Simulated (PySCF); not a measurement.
# CH9NSi2 (SMILES CN[SiH2][SiH3]): levels of theory compared

Aim: a comparison of 6 runs (HF/3-21G, HF/def2-SVP, B3LYP/6-31G*, PBE0/def2-SVP, TPSSh/def2-SVP, MP2/aug-cc-pVDZ) of CH9NSi2. 

The calculation is run with PySCF 2.14.0.

**1. The system as given**

CH9NSi2 has 13 atoms, charge 0, and is taken as a singlet. As SMILES, `CN[SiH2][SiH3]`. The shape is that of a PBE0-D4/def2-TZVP optimisation. This is one conformer, not always the lowest.

Bond lengths: C1–N2 1.448 Å, N2–Si3 1.722 Å, Si3–Si4 2.354 Å, C1–H5 1.093 Å, C1–H6 1.093 Å, C1–H7 1.098 Å, N2–H8 1.008 Å, Si3–H9 1.489 Å, Si3–H10 1.491 Å, Si4–H11 1.491 Å, Si4–H12 1.490 Å, Si4–H13 1.490 Å. Some angles: C1–N2–Si3 122.6°, N2–Si3–Si4 115.3°, C1–N2–H8 113.6°, Si3–N2–H8 117.2°, N2–C1–H5 109.5°, N2–C1–H6 110.8°, N2–C1–H7 113.9°, N2–Si3–H9 107.1°, N2–Si3–H10 108.4°, Si4–Si3–H9 108.8°.

**2. Energy and gradient at HF/3-21G (run 1)**

geometry.xyz reads:

```xyz
13
CH9NSi2
C     -0.537300     1.715600    -0.830500
N     -0.739300     1.081100     0.454800
Si     0.356100    -0.081900     1.096900
Si     0.581900    -2.055400    -0.167100
H      0.528100     1.914000    -0.975500
H     -1.050100     2.680500    -0.871200
H     -0.878100     1.113100    -1.683100
H     -1.709600     0.992000     0.712300
H     -0.130400    -0.436600     2.458400
H      1.705700     0.545500     1.192600
H      1.019900    -1.748000    -1.558400
H     -0.716200    -2.782900    -0.252300
H      1.589600    -2.971800     0.438000
```

job.py reads:

```python
import pyscf.grad
from pyscf import gto, scf

mol = gto.M(
    atom='geometry.xyz',
    spin=0,
    verbose=4,
    basis='3-21g',
    max_memory=1860,
)

myscf = scf.RHF(mol)
myscf.conv_tol = 1e-10
myscf.kernel()
if not myscf.converged:
    myscf = myscf.newton().run(myscf.mo_coeff, myscf.mo_occ)

etot = myscf.e_tot
print('E = %.10f Eh' % etot)
grad = myscf.Gradients().kernel()
myscf.analyze()
```

Launch:

```console
$ OMP_NUM_THREADS=1 python job.py
```

Standard output:

```text
PySCF version 2.14.0

[... 82 lines left out ...]
Nuclear Repulsion Energy =             219.598463530280299
[... 7 lines left out ...]
MO #2   energy= -68.2714849326892  occ= 2
[... 5 lines left out ...]
MO #8   energy= -4.21355051855816  occ= 2
[... 5 lines left out ...]
MO #14  energy= -0.907291809502949 occ= 2
[... 5 lines left out ...]
MO #20  energy= -0.499064290552346 occ= 2
[... 5 lines left out ...]
MO #26  energy= 0.139311594969499  occ= 0
[... 5 lines left out ...]
MO #32  energy= 0.288785820047974  occ= 0
[... 5 lines left out ...]
MO #38  energy= 0.434951682157931  occ= 0
[... 5 lines left out ...]
MO #44  energy= 0.664305101540454  occ= 0
[... 5 lines left out ...]
MO #50  energy= 1.30459161890678   occ= 0
[... 5 lines left out ...]
MO #56  energy= 1.39631692667352   occ= 0
[... 5 lines left out ...]
MO #62  energy= 2.77641327284507   occ= 0
[... 39 lines left out ...]
pop of  3 Si 2pz          1.99983
pop of  3 Si 3px          0.85532
pop of  3 Si 3py          0.93846
pop of  3 Si 3pz          0.89506
pop of  3 Si 4px          0.00919
pop of  3 Si 4py          0.00875
pop of  3 Si 4pz          0.00904
pop of  4 H 1s            0.90257
pop of  4 H 2s            0.00908
pop of  5 H 1s            0.89874
pop of  5 H 2s            0.00965
pop of  6 H 1s            0.92335
pop of  6 H 2s            0.00867
pop of  7 H 1s            0.78467
pop of  7 H 2s            0.01009
pop of  8 H 1s            1.10882
pop of  8 H 2s            0.00143
pop of  9 H 1s            1.11805
pop of  9 H 2s            0.00248
pop of  10 H 1s           1.08908
pop of  10 H 2s           0.00128
pop of  11 H 1s           1.09004
pop of  11 H 2s           0.00129
pop of  12 H 1s           1.08508
pop of  12 H 2s           0.00135
 ** Mulliken atomic charges  **
charge of    0C =     -0.12852
charge of    1N =     -0.60526
charge of    2Si =      0.58874
charge of    3Si =      0.19075
charge of    4H =      0.08835
charge of    5H =      0.09160
charge of    6H =      0.06798
charge of    7H =      0.20523
charge of    8H =     -0.11025
charge of    9H =     -0.12053
charge of   10H =     -0.09036
charge of   11H =     -0.09133
charge of   12H =     -0.08642
Dipole moment(X, Y, Z, Debye): -0.97618,  0.58668, -0.51532
```

Wall time 4.8 s (1 thread of Intel Xeon at 2.70GHz, shared host); peak memory 0.13 GiB.

**3. Energy and gradient at HF/def2-SVP (run 2)**

calc.py reads:

```python
from pyscf import gto, scf

mol = gto.M(
    atom='''
C   -0.537300   1.715600  -0.830500
N   -0.739300   1.081100   0.454800
Si   0.356100  -0.081900   1.096900
Si   0.581900  -2.055400  -0.167100
H    0.528100   1.914000  -0.975500
H   -1.050100   2.680500  -0.871200
H   -0.878100   1.113100  -1.683100
H   -1.709600   0.992000   0.712300
H   -0.130400  -0.436600   2.458400
H    1.705700   0.545500   1.192600
H    1.019900  -1.748000  -1.558400
H   -0.716200  -2.782900  -0.252300
H    1.589600  -2.971800   0.438000
''',
    basis='def2-svp',
    max_memory=1860,
    verbose=3,
)

mf = scf.RHF(mol)
mf.conv_tol = 1e-10
mf.kernel()
if not mf.converged:
    mf = mf.newton().run(mf.mo_coeff, mf.mo_occ)

e_final = mf.e_tot
print('E(%s) = %.9f' % ('HF', e_final))
grad = mf.nuc_grad_method().kernel()
dip = mf.dip_moment()
pop, q = mf.mulliken_pop()
```

Launch:

```console
$ OMP_NUM_THREADS=1 python calc.py
```

Standard output:

```text
converged SCF energy = -675.171222821856
[... 9 lines left out ...]
Dipole moment(X, Y, Z, Debye): -1.01341,  0.71084, -0.47176
[... 84 lines left out ...]
pop of  7 H 2pz           0.00985
pop of  8 H 1s            0.74549
pop of  8 H 2s            0.38794
pop of  8 H 2px           0.00137
pop of  8 H 2py           0.00110
pop of  8 H 2pz           0.00854
pop of  9 H 1s            0.74617
pop of  9 H 2s            0.39095
pop of  9 H 2px           0.00795
pop of  9 H 2py           0.00228
pop of  9 H 2pz           0.00062
pop of  10 H 1s           0.73804
pop of  10 H 2s           0.38784
pop of  10 H 2px          0.00137
pop of  10 H 2py          0.00121
pop of  10 H 2pz          0.00861
pop of  11 H 1s           0.73813
pop of  11 H 2s           0.38814
pop of  11 H 2px          0.00731
pop of  11 H 2py          0.00312
pop of  11 H 2pz          0.00072
pop of  12 H 1s           0.73708
pop of  12 H 2s           0.38531
pop of  12 H 2px          0.00471
pop of  12 H 2py          0.00438
pop of  12 H 2pz          0.00207
 ** Mulliken atomic charges  **
charge of    0C =      0.16224
charge of    1N =     -0.66004
charge of    2Si =      0.60193
charge of    3Si =      0.35753
charge of    4H =      0.03069
charge of    5H =      0.03209
charge of    6H =      0.02135
charge of    7H =      0.15465
charge of    8H =     -0.14443
charge of    9H =     -0.14797
charge of   10H =     -0.13706
charge of   11H =     -0.13743
charge of   12H =     -0.13355
```

Wall time 13 s (1 thread of Intel Xeon at 2.70GHz, shared host); peak memory 0.25 GiB.

**4. Energy and gradient at B3LYP/6-31G(d) (Cartesian functions) (run 3)**

start.xyz reads:

```xyz
13
CH9NSi2
C     -0.537300     1.715600    -0.830500
N     -0.739300     1.081100     0.454800
Si     0.356100    -0.081900     1.096900
Si     0.581900    -2.055400    -0.167100
H      0.528100     1.914000    -0.975500
H     -1.050100     2.680500    -0.871200
H     -0.878100     1.113100    -1.683100
H     -1.709600     0.992000     0.712300
H     -0.130400    -0.436600     2.458400
H      1.705700     0.545500     1.192600
H      1.019900    -1.748000    -1.558400
H     -0.716200    -2.782900    -0.252300
H      1.589600    -2.971800     0.438000
```

calc.py reads:

```python
# CN[SiH2][SiH3]
import pyscf.grad
from pyscf import gto, dft

mol = gto.Mole()
mol.atom = 'start.xyz'
mol.max_memory = 1860
mol.basis = '6-31g*'
mol.verbose = 4
mol.cart = True
mol.build()

myscf = dft.RKS(mol, xc='b3lyp')
myscf.grids.level = 5
myscf.conv_tol = 1e-10
myscf.kernel()
if not myscf.converged:
    myscf = myscf.newton().run(myscf.mo_coeff, myscf.mo_occ)

energy = myscf.e_tot
print('E = %.10f Eh' % energy)
grad = myscf.Gradients().kernel()
myscf.analyze()
```

Launch:

```console
$ OMP_NUM_THREADS=1 python calc.py
```

Standard output:

```text
PySCF version 2.14.0

[... 100 lines left out ...]
Two-electron Energy =                  473.780054216823657
[... 9 lines left out ...]
MO #6   energy= -5.26410414725609  occ= 2
[... 7 lines left out ...]
MO #14  energy= -0.670451593797257 occ= 2
[... 7 lines left out ...]
MO #22  energy= -0.342268034872932 occ= 2
[... 7 lines left out ...]
MO #30  energy= 0.0928261872616902 occ= 0
[... 7 lines left out ...]
MO #38  energy= 0.208519076550258  occ= 0
[... 7 lines left out ...]
MO #46  energy= 0.485424573583616  occ= 0
[... 7 lines left out ...]
MO #54  energy= 0.699737464390254  occ= 0
[... 7 lines left out ...]
MO #62  energy= 0.934529235513378  occ= 0
[... 7 lines left out ...]
MO #70  energy= 1.17110049370939   occ= 0
[... 7 lines left out ...]
MO #78  energy= 2.27129870453873   occ= 0
[... 7 lines left out ...]
MO #86  energy= 4.24229482700211   occ= 0
[... 63 lines left out ...]
pop of  3 Si 4pz          0.00975
pop of  3 Si 3dxx         0.00480
pop of  3 Si 3dxy         0.00856
pop of  3 Si 3dxz         0.00420
pop of  3 Si 3dyy         0.00233
pop of  3 Si 3dyz         0.00696
pop of  3 Si 3dzz         0.00522
pop of  4  H 1s           0.88762
pop of  4  H 2s           0.00753
pop of  5  H 1s           0.88867
pop of  5  H 2s           0.00769
pop of  6  H 1s           0.90715
pop of  6  H 2s           0.00722
pop of  7  H 1s           0.77476
pop of  7  H 2s           0.01131
pop of  8  H 1s           1.09387
pop of  8  H 2s           0.00251
pop of  9  H 1s           1.10380
pop of  9  H 2s           0.00325
pop of  10  H 1s          1.07870
pop of  10  H 2s          0.00230
pop of  11  H 1s          1.07938
pop of  11  H 2s          0.00230
pop of  12  H 1s          1.07534
pop of  12  H 2s          0.00246
 ** Mulliken atomic charges  **
charge of    0C =     -0.19643
charge of    1N =     -0.55156
charge of    2Si =      0.51979
charge of    3Si =      0.16406
charge of    4H =      0.10485
charge of    5H =      0.10365
charge of    6H =      0.08563
charge of    7H =      0.21393
charge of    8H =     -0.09638
charge of    9H =     -0.10704
charge of   10H =     -0.08100
charge of   11H =     -0.08168
charge of   12H =     -0.07780
Dipole moment(X, Y, Z, Debye): -1.06104,  0.80765, -0.41913
```

Wall time 49 s (1 thread of Intel Xeon at 2.70GHz, shared host); peak memory 0.85 GiB.

Runs 4 to 5 aren't shown in full; the table further down has their settings and results.

**5. Energy and forces at MP2/aug-cc-pVDZ (run 6)**

run.py reads:

```python
import pyscf.grad
from pyscf import gto, mp

molecule = gto.M(
    atom='''
C     -1.015350     3.242014    -1.569418
N     -1.397075     2.042983     0.859447
Si     0.672931    -0.154769     2.072841
Si     1.099632    -3.884143    -0.315773
H      0.997964     3.616936    -1.843428
H     -1.984401     5.065411    -1.646329
H     -1.659369     2.103454    -3.180598
H     -3.230676     1.874608     1.346052
H     -0.246420    -0.825054     4.645703
H      3.223306     1.030846     2.253687
H      1.927332    -3.303241    -2.944949
H     -1.353422    -5.258919    -0.476778
H      3.003909    -5.615888     0.827700
''',
    verbose=3,
    basis='aug-cc-pvdz',
    unit='bohr',
    charge=0,
    max_memory=1860,
)

mf = molecule.RHF()
mf.conv_tol = 1e-10
mf.kernel()
if not mf.converged:
    mf = mf.newton().run(mf.mo_coeff, mf.mo_occ)

pt = mp.MP2(mf, frozen=12).run()
energy = pt.e_tot
print(f'total energy: {energy:.8f} hartree')
grad = pt.Gradients().kernel()
mf.analyze()
```

Launch:

```console
$ OMP_NUM_THREADS=1 python run.py
```

Standard output:

```text
converged SCF energy = -675.432729811203
[... 16 lines left out ...]
MO #5   energy= -6.13619740415864  occ= 2
[... 15 lines left out ...]
MO #21  energy= -0.489014884619104 occ= 2
[... 15 lines left out ...]
MO #37  energy= 0.103133131110853  occ= 0
[... 15 lines left out ...]
MO #53  energy= 0.237577984654154  occ= 0
[... 15 lines left out ...]
MO #69  energy= 0.421972729088969  occ= 0
[... 15 lines left out ...]
MO #85  energy= 0.557223164821565  occ= 0
[... 15 lines left out ...]
MO #101 energy= 0.7200830033599    occ= 0
[... 15 lines left out ...]
MO #117 energy= 0.965722460624071  occ= 0
[... 15 lines left out ...]
MO #133 energy= 1.42620551775408   occ= 0
[... 15 lines left out ...]
MO #149 energy= 1.98882925885655   occ= 0
[... 15 lines left out ...]
MO #165 energy= 2.36218874209981   occ= 0
[... 15 lines left out ...]
MO #181 energy= 3.50656308229662   occ= 0
[... 14 lines left out ...]
Dipole moment(X, Y, Z, Debye): -0.94651,  0.63302, -0.47514
```

Run time: 3.1 min. Hardware: 1 thread of Intel Xeon at 2.70GHz, shared host; peak memory 2.2 GiB.

**6. All runs side by side**

```tsv
run	level	Cartesian functions	integration grid	energy (Eh)	dipole moment (D) of the reference	HOMO energy (eV)	LUMO energy (eV)	wall time
1	HF/3-21G	no	–	-671.805152	1.25	-9.24	3.79	4.8 s
2	HF/def2-SVP	no	–	-675.171223	1.32	-9.56	3.57	13 s
3	B3LYP/6-31G* (Cartesian functions)	yes	5	-677.263096	1.40	-6.11	0.21	49 s
4	PBE0/def2-SVP	no	5	-676.638177	1.44	-6.46	0.29	46 s
5	TPSSh/def2-SVP	no	5	-677.056504	1.49	-5.79	-0.03	72 s
6	MP2/aug-cc-pVDZ	no	–	-675.981920	1.23	-9.50	0.92	3.1 min
```

**7. Summary of results**

| quantity | value |
| --- | --- |
| run 6: total energy | -675.98192 Eh |
| run 6: dipole moment (Hartree–Fock density) | 1.23 D |
| run 6: HOMO energy (Hartree–Fock orbitals) | -9.50 eV |
| run 6: LUMO energy (Hartree–Fock orbitals) | 0.92 eV |
| run 6: HOMO–LUMO gap (Hartree–Fock orbitals) | 10.43 eV |
| run 6: correlation energy (12 core orbitals frozen) | -549.2 mEh |
| run 6: largest force on an atom | 1.036 eV/Å |

What this shows: Over runs 1, 2, 3, 4, 5 the dipole moment (its size) runs from 1.25 D (HF/3-21G) to 1.49 D (TPSSh/def2-SVP). The two ends differ in method and basis. Over runs 1, 2, 3, 4, 5 the HOMO–LUMO gap runs from 5.76 eV (TPSSh/def2-SVP) to 13.13 eV (HF/def2-SVP). Exact exchange widens orbital gaps. Totals of different functionals can't be ranked against each other. All runs together took 6.1 min, the longest 3.1 min.
